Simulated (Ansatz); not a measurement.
# AlGaH (doublet): RPA-PBE over a scan of the distance Al1–H3, 6-31G

How well do these functionals follow the top wave-function level for AlGaH (doublet) over a scan of the distance Al1–H3?

Computed with Ansatz 0.2.0, Gaussian basis. Level: 6-31G, all electrons in the functionals, frozen cores in the correlation of double hybrids and RPA.

To be run: RPA-PBE, at 1.313 Å; 1.426 Å; 1.622 Å; 1.818 Å; 1.935 Å; 2.257 Å; 2.538 Å; 3.063 Å; 3.635 Å; 4.378 Å; 5.629 Å.

21 further runs of the same task are left out: 2 for a known fault of the program, 15 that didn't finish, 4 set aside as unsound or not needed.

### Step 1. The system

The geometry derives from a PBE0/def2-TZVP stationary point (not a proven minimum). One bond is set to the value named and the two fragments are kept rigid. No spin-orbit coupling is included. The filled d shell of Ga may be among the frozen orbitals whatever the setting's name suggests; the logs give the count.

3 atoms, charge 0, spin multiplicity 2.

Atoms are counted from 1 here; the program's logs count them from 0.

Bond lengths: Al1–Ga2 2.671 Å, Al1–H3 1.622 Å. Angles: Ga2–Al1–H3 180.0°.

No dispersion term is added.

The geometry shown and the zero of energy belong to the point 1.622 Å. The yardstick, FCI, and other wave-function levels (R restricted, U unrestricted, valence and pair active spaces) come from earlier runs.

### Step 2. RPA-PBE, 1.313 Å

The input, in.yaml:

```yaml
crystal:
  periodic: [false, false, false]
  atoms:
    - {symbol: Al, position_ang: [0.000000, 0.000000, -0.452500]}
    - {symbol: Ga, position_ang: [0.000000, 0.000000, 2.218000]}
    - {symbol: H, position_ang: [0.000000, 0.000000, -1.765500]}
basis:
  gaussian: {orbitals: 6-31G}
magnetization: {spin_polarized: true, initial_magnetization: 1}
hamiltonian: {xc: {name: PBE}}
correlation: {method: rpa, electrons: outside_noble_gas}
```

Launch:

```
$ ansatz run in.yaml --threads 1 --pin off --events-out ev --progress --plain --max-ram 2393MiB
```

The runs that follow: RPA-PBE, 1.426 Å; RPA-PBE, 1.622 Å; RPA-PBE, 1.818 Å; RPA-PBE, 1.935 Å; RPA-PBE, 2.257 Å; RPA-PBE, 2.538 Å; RPA-PBE, 3.063 Å; RPA-PBE, 3.635 Å; RPA-PBE, 4.378 Å; RPA-PBE, 5.629 Å.

Q: Predict the results of all the runs planned. Wanted: span of the FCI curve; largest miss, RPA-PBE.

As calculated:

| quantity | value |
| --- | --- |
| span of the FCI curve | 204.9 kJ/mol |
| largest miss, RPA-PBE | +8.8 kJ/mol (3.063 Å) |

RPA-PBE strays by up to 8.8 kJ/mol, at 3.063 Å. RPA-PBE clearly breaks the spin symmetry at some points (⟨S²⟩ up to 1.00 above the pure value), so energy there is bought with a mixed spin. Functionals and the yardstick converge differently with the basis, so part of each miss in 6-31G is the basis.
